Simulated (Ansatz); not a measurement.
A nudged elastic band was laid between two geometries of a periodic cell of 17 atoms, Li16Cu (host Li, host structure bcc, interstitial Cu).

Method: DFT PBE-D3(BJ), scalar-relativistic, plane waves, PAW in Ansatz 0.2.0. Settings: cutoff 420 eV, k mesh 3x3x3, gaussian smearing 0.1 eV, no spin polarisation.

* movable images: 7
* climbing image: yes
* spring: 5.0 eV/Å²
* optimiser: quadratic models (default)
* start path: IDPP
* force threshold: 0.03 eV/Å
* iteration limit: 44
* end points: relaxed

Initial state:

```xyz
17
Lattice="6.9800 0.0000 0.0000 0.0000 6.9800 0.0000 0.0000 0.0000 6.9800" Properties=species:S:1:pos:R:3
Li 0.179 0.161 -0.031
Li 3.259 -0.079 -0.056
Li 0.210 3.155 -0.241
Li 0.096 0.130 3.304
Li 1.952 1.828 1.808
Li 3.260 3.810 -0.039
Li 4.243 0.081 3.971
Li 5.011 1.751 1.611
Li -0.276 3.280 3.523
Li 1.056 4.826 1.595
Li 1.981 1.739 4.876
Li 3.557 3.885 3.415
Li 5.134 5.401 1.609
Li 5.032 2.000 5.547
Li 1.653 5.314 4.866
Li 5.534 5.159 5.484
Cu 2.621 -0.584 2.408
```

Final state:

```xyz
17
Lattice="6.9800 0.0000 0.0000 0.0000 6.9800 0.0000 0.0000 0.0000 6.9800" Properties=species:S:1:pos:R:3
Li -0.033 -0.223 0.014
Li 3.214 -0.048 0.044
Li -0.012 3.873 0.062
Li 0.004 -0.033 3.264
Li 1.375 1.913 1.407
Li 3.321 3.422 -0.189
Li 4.265 0.379 4.323
Li 5.003 1.615 1.612
Li -0.242 3.405 3.356
Li 1.783 5.019 1.836
Li 1.573 1.624 5.057
Li 3.405 3.050 3.449
Li 4.783 5.336 1.892
Li 5.650 1.989 5.692
Li 1.833 5.326 4.835
Li 5.169 5.014 5.197
Cu 2.620 0.219 2.665
```

Problem. What changes between the two ends?

Solution. The atom that moves furthest is Li12, by 0.85 Å; four of its nearest neighbours are Li15 2.79, Li13 2.84, Cu17 2.86, Li11 3.04 Å at the first end and Li11 2.82, Li8 2.83, Li7 2.94, Li10 3.02 Å at the last.

Problem. What energy profile does the band end with?

Solution. The run converged. The highest image is number 4 of 0 to 8, 0.038 eV above the first end and 0.049 eV above the last; the last end lies 0.011 eV below the first. By the program's own check the climbing image is of a kind that is not told: the force calls were inconclusive, a negative curvature could not be distinguished from the path's own, the only one lies far off the path, or fixed occupations may fill a level only in part (lowest curvatures found: -0.14 and -0.03 eV/Å²). Limits of this set-up: coarse k mesh, a small cell, in which the defect meets its images, a typed lattice constant that wasn't relaxed here.

```tsv
image	path coordinate (Å)	energy (eV)
0	0.00	0.000
1	0.43	-0.004
2	0.86	0.002
3	1.29	0.025
4	1.71	0.038
5	2.08	0.030
6	2.44	0.015
7	2.80	0.000
8	3.16	-0.011
```

Problem. What is the geometry of the highest image?

Solution. 
```xyz
17
Lattice="6.9800 0.0000 0.0000 0.0000 6.9800 0.0000 0.0000 0.0000 6.9800" Properties=species:S:1:pos:R:3
Li 0.163 -0.006 0.131
Li 3.231 -0.103 -0.036
Li 0.047 3.477 -0.057
Li -0.004 0.068 3.238
Li 1.768 1.932 1.684
Li 3.349 3.598 -0.237
Li 4.151 0.236 4.105
Li 4.902 1.671 1.629
Li -0.302 3.346 3.417
Li 1.466 4.834 1.699
Li 1.718 1.690 4.965
Li 3.558 3.590 3.552
Li 4.967 5.338 1.707
Li 5.405 1.869 5.590
Li 1.669 5.350 4.837
Li 5.460 5.212 5.370
Cu 2.559 -0.234 2.493
```

Time of the run: 12 min on 2 threads of AMD EPYC 7B13 (Zen 3) (shared host), peak memory 1.6 GiB.
